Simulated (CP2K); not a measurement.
**GeH4 (germane): PBE/TZV2P-MOLOPT-PBE-GTH (core potential)**

What is the vertical ionisation energy of GeH4 (germane) at PBE/TZV2P-MOLOPT-PBE-GTH (core potential)? 

The results are computed with CP2K 2026.2.

### Step 1. The structure to begin with

GeH4: 5 atoms, total charge 0, spin state singlet. SMILES: `[GeH4]`. The shape is that of a PBE0-D4/def2-TZVP optimisation.

Bond lengths: Ge1–H2 1.534 Å, Ge1–H3 1.534 Å, Ge1–H4 1.534 Å, Ge1–H5 1.534 Å. Angles: H2–Ge1–H3 109.5°, H2–Ge1–H4 109.5°, H2–Ge1–H5 109.5°, H3–Ge1–H4 109.5°, H3–Ge1–H5 109.5°, H4–Ge1–H5 109.5°.

### Step 2. The energy at PBE/TZV2P-MOLOPT-PBE-GTH (core potential)

Input file run.inp:

```
&GLOBAL
  PROJECT run
  RUN_TYPE ENERGY
  PRINT_LEVEL MEDIUM
&END

&FORCE_EVAL
  METHOD QUICKSTEP
  &DFT
    BASIS_SET_FILE_NAME BASIS_MOLOPT_UZH
    POTENTIAL_FILE_NAME POTENTIAL_UZH
    CHARGE 0
    MULTIPLICITY 1
    # Quickstep
    &QS
      METHOD GPW
      EPS_DEFAULT 1.0E-10
    &END
    # plane-wave cutoff in Ry
    &MGRID
      CUTOFF 400
      REL_CUTOFF 50
      NGRIDS 4
    &END
    &POISSON
      PERIODIC NONE
      POISSON_SOLVER MULTIPOLE
    &END
    &SCF
      SCF_GUESS ATOMIC
      EPS_SCF 1.0E-06
      MAX_SCF 150
      ADDED_MOS 3
      &DIAGONALIZATION
        ALGORITHM STANDARD
      &END
      &MIXING
        METHOD PULAY_MIXING
        ALPHA 0.3
        NBUFFER 4
      &END
    &END
    # functional
    &XC
      &XC_FUNCTIONAL PBE
      &END
    &END
    &PRINT
      &MOMENTS
        PERIODIC F
        REFERENCE COM
        MAX_MOMENT 1
      &END
      &MO ON
        ENERGIES T
        OCCUPATION_NUMBERS T
        NDIGITS 6
        &EACH
          QS_SCF 0
        &END
        ADD_LAST NUMERIC
      &END
      &HIRSHFELD OFF
      &END
    &END
  &END
  # atoms, cell and kinds
  &SUBSYS
    # box in angstrom
    &CELL
      ABC [angstrom] 9.4 9.2 9.2
      PERIODIC NONE
    &END
    &COORD
      UNIT bohr
      Ge     0.0001890     0.0001890     0.0000000
      H      2.1695946    -1.4291999     1.2861476
      H     -2.3409927    -0.0566918     1.7086904
      H     -0.6220978    -1.2644157    -2.5333668
      H      0.7933070     2.7503074    -0.4612821
    &END
    &TOPOLOGY
      &CENTER_COORDINATES
      &END
    &END
    &KIND Ge
      BASIS_SET TZV2P-MOLOPT-PBE-GTH-q4
      POTENTIAL GTH-PBE-q4
    &END
    &KIND H
      BASIS_SET TZV2P-MOLOPT-PBE-GTH-q1
      POTENTIAL GTH-PBE-q1
    &END
  &END
&END
```

Run with:

```sh
$ OMP_NUM_THREADS=1 cp2k.psmp run.inp > run.out
```

Standard output:

```text
CP2K| version string:                                       CP2K version 2026.2
[...]
 GLOBAL| Method name                                                        CP2K
[...]
 GLOBAL| Run type                                                         ENERGY
[...]
 DFT| Spin restricted Kohn-Sham (RKS) calculation                            RKS
 DFT| Multiplicity                                                             1
[...]
 DFT| Charge                                                                   0
[...]
 FUNCTIONAL| PBE:
 QS| Method:                                                                 GPW
[...]
 QS| Density cutoff [a.u.]:                                                200.0
[...]
 QS| Relative density cutoff [a.u.]:                                        25.0
[...]
                             - Atoms:                                          5
[...]
                             - Spherical basis functions:                     85
[...]
 Number of electrons:                                                          8
[...]
     1 NoMix/Diag. 0.30E+00    1.0     1.11503710        -5.8974979697 -5.90E+00
[...]
    13 Pulay/Diag. 0.30E+00    1.1     0.00000074        -6.2414414301 -6.87E-07
  *** SCF run converged in    13 steps ***
[...]
  Overlap energy of the core charge distribution:               0.00000272248561
  Self energy of the core charge distribution:                -13.97672161387586
  Core Hamiltonian energy:                                      3.84446480243464
  Hartree energy:                                               6.40947276057953
  Exchange-correlation energy:                                 -2.51866010176702
  Total energy:                                                -6.24144143014310
[...]
                     Mulliken Population Analysis
 #  Atom  Element  Kind  Atomic population                           Net charge
       1     Ge       1          3.597038                              0.402962
       2     H        2          1.100965                             -0.100965
       3     H        2          1.100810                             -0.100810
       4     H        2          1.100708                             -0.100708
       5     H        2          1.100479                             -0.100479
 # Total charge                              8.000000                  0.000000
[...]
  Dipole moment [Debye]
    X= -0.6599227E-04 Y=  0.3891435E-02 Z= -0.2264559E-02  Total=      0.0045029
 ENERGY| Total FORCE_EVAL ( QS ) energy [hartree]             -6.241441430143097
[...]
```

It took 16 s on 1 thread of Arm Neoverse V1, shared host; peak memory 0.99 GiB.

### Step 3. The doublet cation, same level

Input file molecule.xyz:

```xyz
5

Ge     0.000100     0.000100     0.000000
H      1.148100    -0.756300     0.680600
H     -1.238800    -0.030000     0.904200
H     -0.329200    -0.669100    -1.340600
H      0.419800     1.455400    -0.244100
```

Input file run.inp:

```
&GLOBAL
  PROJECT_NAME run
  RUN_TYPE ENERGY
  PRINT_LEVEL MEDIUM
&END

&FORCE_EVAL
  METHOD QUICKSTEP
  &DFT
    BASIS_SET_FILE_NAME BASIS_MOLOPT_UZH
    POTENTIAL_FILE_NAME POTENTIAL_UZH
    CHARGE 1
    MULTIPLICITY 2
    SPIN_POLARIZED T
    ! Quickstep
    &QS
      METHOD GPW
      EPS_DEFAULT 1.0E-10
    &END
    &MGRID
      CUTOFF 400
      REL_CUTOFF 50
      NGRIDS 4
    &END
    ! no periodic images
    &POISSON
      PERIODIC NONE
      POISSON_SOLVER MULTIPOLE
    &END
    ! self-consistent field
    &SCF
      SCF_GUESS ATOMIC
      EPS_SCF 1.0E-06
      MAX_SCF 50
      &OT ON
        MINIMIZER CG
        PRECONDITIONER FULL_SINGLE_INVERSE
      &END
      &OUTER_SCF
        EPS_SCF 1.0E-06
        MAX_SCF 10
      &END
    &END
    ! exchange and correlation
    &XC
      &XC_FUNCTIONAL PBE
      &END
    &END
    &PRINT
      &MOMENTS
        PERIODIC F
        REFERENCE COM
        MAX_MOMENT 1
      &END
      &MO_CUBES
        NLUMO 1
        NHOMO -1
        WRITE_CUBE F
      &END
      &HIRSHFELD OFF
      &END
    &END
  &END
  &SUBSYS
    &CELL
      ABC [angstrom] 9.4 9.2 9.2
      PERIODIC NONE
    &END
    &TOPOLOGY
      COORD_FILE_NAME molecule.xyz
      COORD_FILE_FORMAT XYZ
      &CENTER_COORDINATES
      &END
    &END
    &KIND Ge
      BASIS_SET TZV2P-MOLOPT-PBE-GTH-q4
      POTENTIAL GTH-PBE-q4
    &END
    &KIND H
      BASIS_SET TZV2P-MOLOPT-PBE-GTH-q1
      POTENTIAL GTH-PBE-q1
    &END
  &END
&END
```

Run with:

```sh
$ OMP_NUM_THREADS=1 cp2k.psmp -i run.inp -o run.out
```

Standard output:

```text
CP2K| version string:                                       CP2K version 2026.2
[...]
 GLOBAL| Method name                                                        CP2K
[...]
 GLOBAL| Run type                                                         ENERGY
[...]
 DFT| Spin unrestricted (spin-polarized) Kohn-Sham calculation               UKS
 DFT| Multiplicity                                                             2
[...]
 DFT| Charge                                                                   1
[...]
 FUNCTIONAL| PBE:
 QS| Method:                                                                 GPW
[...]
 QS| Density cutoff [a.u.]:                                                200.0
[...]
 QS| Relative density cutoff [a.u.]:                                        25.0
[...]
                             - Atoms:                                          5
[...]
                             - Spherical basis functions:                     85
[...]
 Number of electrons:                                                          4
[...]
     1 OT CG       0.80E-01    1.6     0.07150076        -5.2028171685 -5.20E+00
[...]
    26 OT CG       0.16E+00    1.7     0.00000081        -5.8061158252 -2.35E-10
  *** SCF run converged in    26 steps ***
[...]
  Overlap energy of the core charge distribution:               0.00000272248505
  Self energy of the core charge distribution:                -13.97672161387586
  Core Hamiltonian energy:                                      3.63233511698529
  Hartree energy:                                               6.75757180686762
  Exchange-correlation energy:                                 -2.21930385763343
  Total energy:                                                -5.80611582517132
[...]
                     Mulliken Population Analysis
 #  Atom  Element  Kind  Atomic population (alpha,beta) Net charge  Spin moment
       1     Ge       1         1.573099     1.331936     1.094965     0.241163
       2     H        2         0.606590     0.417172    -0.023763     0.189418
       3     H        2         0.606918     0.416505    -0.023423     0.190413
       4     H        2         0.606764     0.416829    -0.023594     0.189935
       5     H        2         0.606628     0.417557    -0.024185     0.189070
 # Total charge and spin        4.000000     3.000000     1.000000     1.000000
[...]
  Dipole moment [Debye]
    X= -0.3157918E-02 Y=  0.7650230E-03 Z= -0.2691150E-02  Total=      0.0042190
[...]
 HOMO - LUMO gap [eV] :    0.172725
 ENERGY| Total FORCE_EVAL ( QS ) energy [hartree]             -5.806115825171316
[...]
```

Wall time 69 s (1 thread of Arm Neoverse V1, shared host); peak memory 0.91 GiB.

### Step 4. Outcome

Level: PBE/TZV2P-MOLOPT-PBE-GTH (core potential).

```
                                          quantity        value
                        singlet GeH4: total energy  -6.24144 Eh
                       singlet GeH4: dipole moment       0.00 D
                         singlet GeH4: HOMO energy     -8.31 eV
                         singlet GeH4: LUMO energy      0.52 eV
                       singlet GeH4: HOMO–LUMO gap      8.83 eV
                      doublet cation: total energy  -5.80612 Eh
doublet cation: HOMO energy (highest over α and β)    -15.57 eV
 doublet cation: LUMO energy (lowest over α and β)    -15.40 eV
                              doublet cation: ⟨S²⟩        0.755
vertical ionisation energy (to the doublet cation)    11.846 eV
```

In words: Removing an electron at fixed nuclei costs 11.85 eV (1143 kJ/mol). −ε(HOMO) before ionisation, 8.31 eV, is 3.53 eV below this ionisation energy.
